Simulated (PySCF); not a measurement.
# C2H3B2F3S: the cost of one run

The runs use PySCF 2.14.0, with density-fitted response routines of our own; the level of theory stands in each step. All values are computed, except where a source is named. Atoms count from 0, in the outputs and in this text.

### Step 1. The molecule as given

11 atoms, charge 0, multiplicity 1; geometry from: GFN2-xTB.

Bonds of the start (Å): B0–B1 1.63, B1–S2 1.78, S2–C3 1.77, C3–F4 1.35, C3–C5 1.33, C5–F6 1.32, C5–F7 1.33, B0–H8 1.17, B0–H9 1.17, B1–H10 1.17.

### Step 2. Excited states and response: CAM-B3LYP/def2-SVPD

What the job is given:

```
{"job": {"kind": "uv", "xc": "CAM-B3LYP", "basis": "def2-SVPD", "nstates": 8, "ntriplets": 3}, "charge": 0, "multiplicity": 1}
B      2.004933    -0.132016    -0.641173
B      1.435143     1.054790     0.319372
S     -0.266536     1.182893     0.819418
C     -1.032179    -0.198645     0.026137
F     -0.254423    -1.025514    -0.697289
C     -2.336172    -0.460202     0.108265
F     -3.194568     0.282080     0.789398
F     -2.946077    -1.485829    -0.472213
H      2.066702    -0.024400    -1.806119
H      2.462029    -1.120475    -0.209372
H      2.066572     1.929989     0.777533
```

With the program's defaults for keys left out, this is: TDDFT CAM-B3LYP/def2-SVPD, vertical, gas phase, core orbitals frozen in the response.

Run with:

```console
OMP_NUM_THREADS=1 python probes_run.py task.json out
```

One launch serves the whole session: the jobs run in the order shown.

**Question.** How long does this job take on 1 thread of Arm Neoverse V1, shared host, and how much memory does it need?

About 43 s, with a peak of 0.89 GiB.
